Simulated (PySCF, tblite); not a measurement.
# C3H10GeSSi2: geometry, infrared bands and NMR shifts

Wanted: the infrared bands and NMR shifts of C3H10GeSSi2 (`C#C[Si@@H](SC)[GeH2][SiH3]`), by calculation.

Computed with tblite 0.8.0 and PySCF 2.14.0, with density-fitted response routines of our own, on a single molecule in the gas phase. Atoms count from 0, in the outputs and in this text.

## (1) Starting geometry

17 atoms, charge 0, multiplicity 1; geometry from: force field or distance geometry start.

Bonds of the start (Å): C0–C1 1.21, C1–Si2 1.85, Si2–S3 2.12, S3–C4 1.83, Si2–Ge5 2.28, Ge5–Si6 2.30, C0–H7 1.06, Si2–H8 1.47, C4–H9 1.11, C4–H10 1.12, C4–H11 1.10, Ge5–H12 1.57, Ge5–H13 1.53, Si6–H14 1.48, Si6–H15 1.48, Si6–H16 1.48.

## (2) Optimising the geometry with GFN2-xTB

What the job is given:

```
{"job": {"kind": "relax", "xc": "GFN2-xTB", "basis": "xTB"}, "charge": 0, "multiplicity": 1}
C      0.077200     3.166400    -1.139800
C     -0.117200     2.176400    -0.480100
Si    -0.363000     0.653700     0.533200
S     -1.550500    -0.711200    -0.568000
C     -3.281200    -0.746600     0.013200
Ge     1.683300    -0.125800     1.171700
Si     2.604100    -1.677500    -0.253600
H      0.249700     4.037300    -1.716200
H     -1.103700     1.012800     1.752100
H     -3.517600     0.169600     0.597200
H     -4.005600    -0.755700    -0.840500
H     -3.463600    -1.629900     0.639000
H      2.629500     1.129300     1.186300
H      1.653400    -0.650800     2.610200
H      2.062900    -1.595300    -1.624600
H      2.376200    -3.024000     0.310000
H      4.059100    -1.416800    -0.251500
```

The run is started by

```console
> OMP_NUM_THREADS=1 python probes_run.py task.json out
```

One launch serves the whole session: the jobs run in the order shown.

Log:

```text
step      E/eV     max force
  0    -546.50933    1.287
  1    -546.60477    0.686
  2    -546.64481    1.960
  3    -546.66039    1.790
  4    -546.68923    0.433
  5    -546.71123    0.322
  6    -546.74332    0.880
  7    -546.76401    0.775
  8    -546.78240    0.339
  9    -546.79542    0.254
 10    -546.80442    0.355
 11    -546.81045    0.236
 12    -546.81569    0.188
 13    -546.82101    0.239
 14    -546.82644    0.286
 15    -546.83019    0.170
 16    -546.83200    0.096
 17    -546.83297    0.084
 18    -546.83383    0.110
 19    -546.83470    0.084
 20    -546.83541    0.074
 21    -546.83600    0.060
 22    -546.83674    0.080
 23    -546.83781    0.114
 24    -546.83904    0.110
 25    -546.83995    0.059
 26    -546.84041    0.046
 27    -546.84072    0.047
 28    -546.84117    0.067
 29    -546.84185    0.086
 30    -546.84265    0.086
 31    -546.84334    0.066
 32    -546.84387    0.071
 33    -546.84443    0.064
 34    -546.84520    0.084
 35    -546.84621    0.090
 36    -546.84726    0.104
 37    -546.84818    0.097
 38    -546.84905    0.065
 39    -546.85007    0.089
 40    -546.85144    0.096
 41    -546.85315    0.094
 42    -546.85508    0.112
 43    -546.85733    0.116
 44    -546.86040    0.158
 45    -546.86454    0.177
 46    -546.86899    0.145
 47    -546.87277    0.117
 48    -546.87499    0.166
 49    -546.87370    0.182
 50    -546.87755    0.112
 51    -546.87875    0.130
 52    -546.88147    0.123
 53    -546.88321    0.108
 54    -546.88531    0.089
 55    -546.88659    0.175
 56    -546.88762    0.128
 57    -546.88898    0.082
 58    -546.89115    0.113
 59    -546.89217    0.081
 60    -546.89346    0.096
 61    -546.89502    0.131
 62    -546.89752    0.176
 63    -546.90065    0.204
 64    -546.90336    0.134
 65    -546.90397    0.200
 66    -546.90528    0.093
 67    -546.90582    0.087
 68    -546.90681    0.077
 69    -546.90836    0.099
 70    -546.91049    0.138
 71    -546.91287    0.119
 72    -546.91473    0.125
 73    -546.91592    0.114
 74    -546.91709    0.119
 75    -546.91827    0.087
 76    -546.92055    0.072
 77    -546.92163    0.091
 78    -546.92292    0.083
 79    -546.92438    0.161
 80    -546.92580    0.197
 81    -546.92818    0.232
 82    -546.93063    0.187
 83    -546.93226    0.134
 84    -546.93373    0.128
 85    -546.93477    0.106
 86    -546.93669    0.106
 87    -546.93846    0.118
 88    -546.94053    0.161
 89    -546.94187    0.102
 90    -546.94275    0.094
 91    -546.94342    0.059
 92    -546.94407    0.046
 93    -546.94472    0.077
 94    -546.94501    0.059
 95    -546.94540    0.047
 96    -546.94614    0.049
 97    -546.94672    0.064
 98    -546.94724    0.044
 99    -546.94753    0.038
100    -546.94773    0.027
101    -546.94793    0.027
102    -546.94820    0.034
103    -546.94852    0.036
104    -546.94882    0.032
105    -546.94904    0.030
106    -546.94919    0.043
107    -546.94932    0.037
108    -546.94947    0.032
109    -546.94967    0.032
110    -546.94990    0.057
111    -546.95015    0.076
112    -546.95042    0.073
113    -546.95072    0.048
114    -546.95090    0.044
115    -546.95107    0.063
116    -546.95119    0.066
117    -546.95137    0.066
118    -546.95159    0.049
119    -546.95188    0.032
120    -546.95207    0.031
121    -546.95218    0.034
122    -546.95227    0.034
123    -546.95243    0.029
124    -546.95265    0.034
125    -546.95286    0.025
126    -546.95296    0.016
127    -546.95298    0.039
128    -546.95303    0.016
129    -546.95306    0.013
130    -546.95310    0.011
131    -546.95313    0.013
132    -546.95315    0.013
133    -546.95318    0.013
134    -546.95321    0.016
135    -546.95326    0.021
136    -546.95331    0.020
137    -546.95336    0.019
138    -546.95342    0.019
139    -546.95347    0.016
140    -546.95353    0.018
141    -546.95358    0.017
142    -546.95363    0.014
143    -546.95369    0.015
144    -546.95375    0.017
145    -546.95380    0.015
146    -546.95384    0.010
147    -546.95387    0.010
148    -546.95389    0.011
149    -546.95392    0.012
150    -546.95395    0.012
151    -546.95397    0.009
```

It took 2.3 s on 1 thread of Intel Xeon at 2.70GHz, shared host; peak memory 0.18 GiB.

Relaxation path: (not every step is listed)

```csv
step,energy from step 0 (eV),largest force (eV/Å)
0,0.0000,1.2870
1,-0.0954,0.6860
2,-0.1355,1.9605
3,-0.1511,1.7897
4,-0.1799,0.4332
5,-0.2019,0.3216
6,-0.2340,0.8796
7,-0.2547,0.7752
8,-0.2731,0.3386
21,-0.3267,0.0604
34,-0.3359,0.0836
47,-0.3634,0.1173
60,-0.3841,0.0961
73,-0.4066,0.1144
86,-0.4274,0.1059
99,-0.4382,0.0378
112,-0.4411,0.0732
125,-0.4435,0.0253
138,-0.4441,0.0190
146,-0.4445,0.0105
147,-0.4445,0.0100
148,-0.4446,0.0106
149,-0.4446,0.0122
150,-0.4446,0.0121
151,-0.4446,0.0086
```

Distances of close pairs at the start and the end, largest changes first:

```csv
bond,before (Å),after (Å),change (Å)
Si2–Ge5,2.281,2.343,+0.062
Ge5–H12,1.572,1.518,-0.054
Ge5–Si6,2.299,2.349,+0.049
Si2–S3,2.118,2.156,+0.038
C4–H10,1.120,1.085,-0.035
C4–H9,1.112,1.086,-0.026
S3–C4,1.826,1.811,-0.015
Si6–H15,1.477,1.463,-0.014
```

The end geometry stands in the next job.

## (3) Infrared spectrum with GFN2-xTB

What the job is given:

```
{"job": {"kind": "ir", "xc": "GFN2-xTB", "basis": "xTB"}, "charge": 0, "multiplicity": 1}
C     -0.660894     2.933217    -0.889738
C     -0.566324     1.985034    -0.154368
Si    -0.414157     0.451656     0.876623
S     -1.533687    -1.076185    -0.152870
C     -3.135756    -0.239382    -0.273189
Ge     1.803922    -0.269256     1.095678
Si     2.875727    -1.851766    -0.269409
H     -0.741145     3.775402    -1.516411
H     -1.146755     0.738217     2.118514
H     -3.011814     0.697355    -0.807983
H     -3.801208    -0.900424    -0.818581
H     -3.527384    -0.056046     0.722707
H      2.581160     1.033610     1.131837
H      1.948278    -0.644236     2.558744
H      2.401073    -1.727239    -1.647091
H      2.597760    -3.203562     0.216059
H      4.324206    -1.634363    -0.252043
```

Log:

```text
mode    cm-1     km/mol
  1       9.6      1.16
  2      23.8      0.03
  3      42.4      0.49
  4      54.8      2.19
  5      70.7      0.13
  6      91.5      4.45
  7     115.5      3.50
  8     135.0      1.45
  9     176.2      1.78
 10     237.3     27.47
 11     259.9     15.85
 12     279.0     14.31
 13     335.7      0.34
 14     386.8     12.14
 15     451.4     12.43
 16     463.1     12.38
 17     509.6     46.87
 18     596.5    684.98
 19     619.0    149.79
 20     631.5     69.80
 21     637.8    199.45
 22     678.2     69.62
 23     681.7     31.50
 24     695.9     66.42
 25     734.2     25.29
 26     779.3    138.17
 27     782.1    418.24
 28     789.5    135.67
 29     905.3    239.77
 30     954.0      0.09
 31     962.9      3.80
 32    1326.7      3.65
 33    1458.3      3.94
 34    1459.3      6.56
 35    1846.9    398.02
 36    1911.7    525.34
 37    2171.5    265.74
 38    2190.1     26.13
 39    2239.5    266.61
 40    2256.3    229.17
 41    2263.7    326.22
 42    3028.7      7.89
 43    3032.5      8.22
 44    3055.6      3.66
 45    3348.8      0.10
```

Wall time 1.4 s (1 thread of Intel Xeon at 2.70GHz, shared host); peak memory 0.18 GiB.

Which atoms move in the most intense modes:

```csv
cm⁻¹,km/mol,atoms
596,685.0,"H8 57 %, H12 23 %"
782,418.2,"H15 33 %, H14 26 %, H16 23 %"
905,239.8,"H12 49 %, H13 48 %"
1847,398.0,"H13 51 %, H12 48 %"
1912,525.3,"H12 51 %, H13 47 %"
2172,265.7,H8 96 %
2240,266.6,H16 95 %
2264,326.2,"H14 84 %, H15 12 %"
```

## (4) Shielding tensors: PBE0/pcSseg-1

The job, as its differences from that of step 3:

```diff
@@ -1,2 +1,2 @@
-{"job": {"kind": "ir", "xc": "GFN2-xTB", "basis": "xTB"}, "charge": 0, "multiplicity": 1}
+{"job": {"kind": "nmr", "xc": "PBE0", "basis": "pcSseg-1"}, "charge": 0, "multiplicity": 1}
 C     -0.660894     2.933217    -0.889738
```

Level: GIAO PBE0/pcSseg-1 NMR shielding, non-relativistic, gas phase.

Log:

```text
coarse grid: 66816 points
cycle   1  E = -3173.3331480007  dE = -2.454e-01  |g| = 9.092e-01  |ddm| = 3.979e+00
cycle   2  E = -3173.3159509645  dE =  1.720e-02  |g| = 8.990e-01  |ddm| = 1.278e+00
cycle   3  E = -3173.4081614205  dE = -9.221e-02  |g| = 1.108e-01  |ddm| = 7.592e-01
cycle   4  E = -3173.4094356527  dE = -1.274e-03  |g| = 6.741e-02  |ddm| = 1.400e-01
cycle   5  E = -3173.4105132860  dE = -1.078e-03  |g| = 1.750e-02  |ddm| = 5.535e-02
cycle   6  E = -3173.4105957971  dE = -8.251e-05  |g| = 3.406e-03  |ddm| = 2.024e-02
cycle   7  E = -3173.4105987313  dE = -2.934e-06  |g| = 1.018e-03  |ddm| = 4.174e-03
final grid: 135984 points
cycle   8  E = -3173.4106643134  dE =  7.807e-08  |g| = 1.240e-03  |ddm| = 2.634e-03
cycle   9  E = -3173.4106640386  dE =  2.748e-07  |g| = 1.640e-03  |ddm| = 2.391e-03
cycle  10  E = -3173.4106646833  dE = -6.447e-07  |g| = 1.908e-04  |ddm| = 1.408e-03
cycle  11  E = -3173.4106646927  dE = -9.446e-09  |g| = 4.855e-05  |ddm| = 1.750e-04
cycle  12  E = -3173.4106646933  dE = -5.875e-10  |g| = 7.279e-06  |ddm| = 5.100e-05
converged SCF energy = -3173.4106646933

GIAO shielding tensors (ppm)
atom      isotropic    diamagn.    paramagn.     s11        s22        s33       span
  0 C       81.342     260.550    -179.208     -2.772      6.770    240.029    242.801
  1 C       98.124     262.857    -164.733     -2.374      5.833    290.913    293.287
  2 Si     384.314     880.698    -496.384    351.391    360.576    440.976     89.585
  3 S      685.403    1060.278    -374.875    609.756    622.081    824.372    214.616
  4 C      170.032     250.789     -80.758    157.999    161.749    190.347     32.349
  5 Ge    1744.609    2760.399   -1015.789   1701.606   1752.450   1779.772     78.166
  6 Si     458.086     879.772    -421.686    445.291    458.723    470.244     24.953
  7 H       29.545      33.235      -3.690     24.239     24.725     39.671     15.432
  8 H       26.486      28.382      -1.896     23.635     23.919     31.904      8.269
  9 H       29.158      30.081      -0.923     22.824     28.936     35.714     12.890
 10 H       29.536      28.720       0.815     23.407     26.460     38.740     15.333
 11 H       29.709      28.717       0.993     24.336     27.110     37.681     13.345
 12 H       28.422      30.484      -2.062     21.138     23.649     40.481     19.342
 13 H       28.463      30.058      -1.595     21.356     23.054     40.980     19.624
 14 H       27.887      28.579      -0.692     23.414     26.913     33.333      9.919
 15 H       28.006      28.190      -0.184     24.046     25.774     34.198     10.151
 16 H       27.960      27.844       0.116     23.766     25.417     34.697     10.930
```

Run time: 75 s. Hardware: 1 thread of Intel Xeon at 2.70GHz, shared host; peak memory 0.96 GiB.

Shifts follow as δ = σ(reference) − σ, with reference shieldings (ppm) from runs at the same level and on the same kind of geometry: 1H TMS 31.72, 13C TMS 186.9, 29Si TMS 349.2, 33S CS2 504, 73Ge GeMe4 1331. The references are single molecules in the gas phase. Atoms listed in one row are averaged.

```csv
atoms,environment,σ (ppm),δ (ppm)
C0,terminal alkyne carbon,81.3,105.6
C1,alkyne carbon,98.1,88.8
C4,methyl carbon bonded to S,170.0,16.9
H8,"hydrogen on a silicon bonded to C, Ge, S",26.49,5.23
"H14, H15, H16",hydrogen on a silicon bonded to Ge,27.95,3.77
H12,hydrogen on a germanium bonded to 2 Si,28.42,3.29
H13,hydrogen on a germanium bonded to 2 Si,28.46,3.25
"H9, H10, H11",hydrogen on a methyl carbon bonded to S,29.47,2.25
H7,hydrogen on a terminal alkyne carbon,29.55,2.17
Si2,"silicon bonded to C, Ge, S, H",384.3,-35.2
Si6,"silicon bonded to Ge, 3 H",458.1,-108.9
S3,"sulfur bonded to C, Si",685,-182
Ge5,"germanium bonded to 2 Si, 2 H",1745,-414
```

The run also stored atomic charges by several schemes (e):

```csv
atoms,Mulliken,IAO,Hirshfeld,ESP fit
C0,-0.20,-0.19,-0.08,-0.35
C1,-0.19,-0.33,-0.16,-0.08
Si2,0.75,0.59,0.26,0.24
S3,-0.31,-0.17,-0.10,-0.25
C4,-0.39,-0.50,-0.12,-0.38
Ge5,-0.51,0.04,0.14,0.06
Si6,0.42,0.35,0.24,0.26
```

Mayer bond orders: C0–C1 2.56, C1–Si2 0.89, Si2–S3 0.99, S3–C4 1.00, Si2–Ge5 0.87, Ge5–Si6 0.88.

## (5) Results

```
                                                              quantity                                   value
                             strongest single infrared mode (GFN2-xTB)                    596 cm⁻¹, 685 km/mol
                                          zero-point energy (GFN2-xTB)                           65.3 kcal/mol
                                13C shifts against TMS (PBE0/pcSseg-1)                   105.6, 88.8, 16.9 ppm
1H shifts against TMS (PBE0/pcSseg-1, means over atoms taken as alike)  5.23, 3.77, 3.29, 3.25, 2.25, 2.17 ppm
                               29Si shifts against TMS (PBE0/pcSseg-1)                       -35.2, -108.9 ppm
                                33S shifts against CS2 (PBE0/pcSseg-1)                                -182 ppm
                             73Ge shifts against GeMe4 (PBE0/pcSseg-1)                                -414 ppm
```

In words: The optimisation took 151 steps and gained 0.445 eV; among the close pairs (by a distance rule), Si2–Ge5 changed most, from 2.281 to 2.343 Å. All 45 modes are real, so the xTB geometry is a minimum. The strongest single mode, at 596 cm⁻¹, moves mainly H8. GFN2-xTB is a fitted tight-binding method: band positions and strengths are rough. Its intensities can rank the bands wrongly. At PBE0/pcSseg-1: The largest span, 293 ppm, is at C1, where the paramagnetic term is -165 ppm. Spin-orbit coupling is left out, which matters for shieldings and couplings at and beside the heavy atoms.
